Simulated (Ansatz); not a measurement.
# CH3ClOSi: the cost of one run

Program: Ansatz 0.2.0. Level of theory: UKS PBE0/def2-SVP. These are calculated values, not measurements.

## Step 1: Starting point

Bond lengths: O1–C2 1.268 Å, C2–Si3 1.872 Å, Si3–Cl4 2.020 Å, C2–H5 1.115 Å, Si3–H6 1.483 Å, Si3–H7 1.546 Å. Angles: O1–C2–Si3 121.4°, O1–C2–H5 122.4°, Si3–C2–H5 116.2°, C2–Si3–Cl4 110.8°, C2–Si3–H6 114.0°, C2–Si3–H7 111.2°, Cl4–Si3–H6 108.4°, Cl4–Si3–H7 103.8°, H6–Si3–H7 108.1°.

As a file:

```xyz
7

O     0.4123   -1.7209    1.2548
C     0.0138   -1.1700    0.1840
Si   -0.0120    0.6922   -0.0037
Cl   -0.5367    1.2167   -1.8820
H    -0.3014   -1.7585   -0.7085
H    -0.9181    1.3822    0.9466
H     1.4034    1.2903    0.1631
```

## Step 2: Relaxing end A

Contents of input.yaml:

```yaml
crystal:
  periodic: [false, false, false]
  atoms:
    - { symbol: O, position_ang: [0.4123, -1.7209, 1.2548] }
    - { symbol: C, position_ang: [0.0138, -1.17, 0.184] }
    - { symbol: Si, position_ang: [-0.012, 0.6922, -0.0037] }
    - { symbol: Cl, position_ang: [-0.5367, 1.2167, -1.882] }
    - { symbol: H, position_ang: [-0.3014, -1.7585, -0.7085] }
    - { symbol: H, position_ang: [-0.9181, 1.3822, 0.9466] }
    - { symbol: H, position_ang: [1.4034, 1.2903, 0.1631] }
magnetization:
  spin_polarized: true
basis:
  gaussian: { orbitals: def2-SVP }
hamiltonian:
  xc: pbe0
relax:
  f_tol: 0.02
  max_steps: 50
```

Run with:

```bash
$ ansatz run input.yaml --threads 2 --pin off --max-ram 3072MiB --backend cpu --events-out ev --progress --plain --runs-dir out
```

What time and memory should one allow on 2 threads of Arm Neoverse V2, shared host?

About 23 s, with a peak of 0.2 GiB.
